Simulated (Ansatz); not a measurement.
# AsH6NSi: the cost of one run

Method: PBE0-D4/def2-TZVP structures, single points in def2-TZVPP, no counterpoise correction; program: Ansatz 0.2.0, Gaussian basis.

Levels: SPW92, PBE-D4, BLYP-D4, r2SCAN-D4, B97M-V, PBE0-D4, B3LYP-D4, r2SCAN0-D4, BHLYP-D4, CAM-B3LYP-D4, wB97X-V, wB97M-V, B2PLYP, PBE-QIDH, RPA on PBE, Hartree-Fock, MP2, CCSD, CCSD(T).

Correlated methods freeze the cores. Filled d shells of the heavier atoms are correlated. B3LYP uses VWN-RPA correlation. B2PLYP carries no dispersion term here.

94 further runs of the same task are left out: 94 set aside as unsound or not needed. Runs told in other sessions of the task aren't counted.

**1. Where the work starts**

The complex: 14 atoms, charge 0, spin multiplicity 1.

Atoms are counted from 1 here; the program's logs count them from 0.

Bond lengths: Si1–H3 1.485 Å, Si1–H4 1.487 Å, Si1–N5 1.720 Å, Si1–As7 2.377 Å, C2–H6 1.090 Å, C2–H8 1.090 Å, C2–H9 1.090 Å, C2–H10 1.090 Å, N5–H11 1.008 Å, N5–H12 1.007 Å, As7–H13 1.523 Å, As7–H14 1.523 Å. Angles: H3–Si1–H4 110.3°, H3–Si1–N5 106.8°, H3–Si1–As7 111.3°, H4–Si1–N5 108.4°, H4–Si1–As7 105.8°, N5–Si1–As7 114.2°, H6–C2–H8 109.5°, H6–C2–H9 109.4°, H6–C2–H10 109.5°, H8–C2–H9 109.4°, H8–C2–H10 109.5°, H9–C2–H10 109.5°, Si1–N5–H11 120.2°, Si1–N5–H12 119.3°, H11–N5–H12 110.8°, Si1–As7–H13 92.5°, Si1–As7–H14 92.2°, H13–As7–H14 92.4°.

Coordinates:

```xyz
14

Si   -0.1422    0.5574   -1.1620
C     0.2334   -2.0950    1.8223
H     1.2074   -0.0035   -0.8980
H    -1.1528   -0.5325   -1.2093
N    -0.0762    1.3046   -2.7096
H     1.0758   -1.4562    1.5581
As   -0.8358    2.0050    0.5914
H     0.5874   -3.1118    1.9907
H    -0.4918   -2.0942    1.0087
H    -0.2381   -1.7189    2.7299
H    -0.9155    1.6667   -3.1333
H     0.7194    1.8743   -2.9488
H     0.5439    2.6400    0.7041
H    -0.5150    0.9643    1.6557
```

Its parts: AsH₆NSi holds atoms 1, 3, 4, 5, 7, 11, 12, 13, 14; CH₄ holds atoms 2, 6, 8, 9, 10. Each part counts its atoms afresh in its own runs.

**2. Relaxing AsH₆NSi alone**

The input, relax-a/in.yaml:

```yaml
crystal:
  periodic: [false, false, false]
  atoms:
    - {symbol: Si, position_ang: [-0.142232, 0.557379, -1.161983]}
    - {symbol: H, position_ang: [1.207421, -0.003517, -0.897976]}
    - {symbol: H, position_ang: [-1.152802, -0.532467, -1.209292]}
    - {symbol: N, position_ang: [-0.076169, 1.304612, -2.709606]}
    - {symbol: As, position_ang: [-0.835781, 2.005018, 0.591382]}
    - {symbol: H, position_ang: [-0.915531, 1.666670, -3.133283]}
    - {symbol: H, position_ang: [0.719443, 1.874310, -2.948760]}
    - {symbol: H, position_ang: [0.543929, 2.640005, 0.704080]}
    - {symbol: H, position_ang: [-0.514968, 0.964295, 1.655679]}
basis:
  gaussian: {orbitals: def2-TZVP}
hamiltonian: {xc: pbe0, dispersion: d4}
relax: {f_tol: 0.005, max_steps: 200}
```

On the command line:

```sh
ansatz run in.yaml --threads 8 --pin off --events-out ev --progress --plain --max-ram 19148MiB
```

**Question.** How long does this run take on 8 threads of Arm Neoverse V1, shared host?

About 4.7 s.
